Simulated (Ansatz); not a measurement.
# BFH₂OSi: small, medium and large basis sets

The task here is to estimate one member of a computed series from the others.

Method: one geometry, several basis sets; program: Ansatz 0.2.0, Gaussian basis.

Levels to be run: PBE0-D4/def2-SVP; ωB97M-V/def2-SVP; PBE0-D4/def2-QZVPP; ωB97M-V/def2-QZVPP; the functionals' def2-TZVPP values are taken from earlier runs.

## The relaxed structure

An earlier PBE0-D4 in a triple-zeta def2 set relaxation fixed the geometry.

SMILES `FB1O[SiH2]1`, 6 atoms, charge 0, spin multiplicity 1.

Atoms are counted from 1 here; the program's logs count them from 0.

Bond lengths: F1–B2 1.307 Å, B2–O3 1.344 Å, B2–Si4 1.887 Å, O3–Si4 1.751 Å, Si4–H5 1.481 Å, Si4–H6 1.481 Å. Angles: F1–B2–O3 130.7°, F1–B2–Si4 166.3°, O3–B2–Si4 63.0°, B2–O3–Si4 73.9°, B2–Si4–O3 43.2°, B2–Si4–H5 124.7°, B2–Si4–H6 124.7°, O3–Si4–H5 112.8°, O3–Si4–H6 112.8°, H5–Si4–H6 110.3°.

Coordinates:

```tsv
atom	x (Å)	y (Å)	z (Å)
F1	0.3680	-2.2521	0.8662
B2	0.2221	-1.0334	0.4159
O3	1.0389	0.0316	0.4902
Si4	-0.3824	0.5677	-0.3799
H5	-0.0824	0.9854	-1.7693
H6	-1.1221	1.6367	0.3308
```

Set-up of the first run:

Input file in.yaml:

```yaml
crystal:
  periodic: [false, false, false]
  atoms:
    - {symbol: F, position_ang: [0.367964, -2.252102, 0.866184]}
    - {symbol: B, position_ang: [0.222066, -1.033397, 0.415906]}
    - {symbol: O, position_ang: [1.038862, 0.031637, 0.490160]}
    - {symbol: Si, position_ang: [-0.382387, 0.567737, -0.379872]}
    - {symbol: H, position_ang: [-0.082428, 0.985358, -1.769265]}
    - {symbol: H, position_ang: [-1.122078, 1.636668, 0.330788]}
basis:
  gaussian: {orbitals: def2-SVP}
hamiltonian: {xc: pbe0, dispersion: d4}
output: {orbitals: {seedname: orbitals}}
```

Run with:

```
$ ansatz run in.yaml --threads 2 --pin off --events-out ev --progress --plain --max-ram 4352MiB
```

Steps of the session up to this table: PBE0-D4 in def2-SVP; ωB97M-V in def2-SVP; PBE0-D4 in def2-QZVPP; ωB97M-V in def2-QZVPP.

One table of the session follows, with a row left open; its other results are not shown here.

It belongs to the step «Functionals by basis». 

| functional | basis | HOMO (eV) |
| --- | --- | --- |
| PBE0-D4 | def2-SVP | -7.51 |
| PBE0-D4 | def2-TZVPP | ? |
| PBE0-D4 | def2-QZVPP | -7.56 |
| ωB97M-V | def2-SVP | -9.63 |
| ωB97M-V | def2-TZVPP | -9.69 |
| ωB97M-V | def2-QZVPP | -9.71 |

**Question.** Estimate the row for PBE0-D4, def2-TZVPP.

The run gave: HOMO (eV): -7.54. In the column «HOMO (eV)» it lies between PBE0-D4, def2-QZVPP (-7.56) and PBE0-D4, def2-SVP (-7.51).
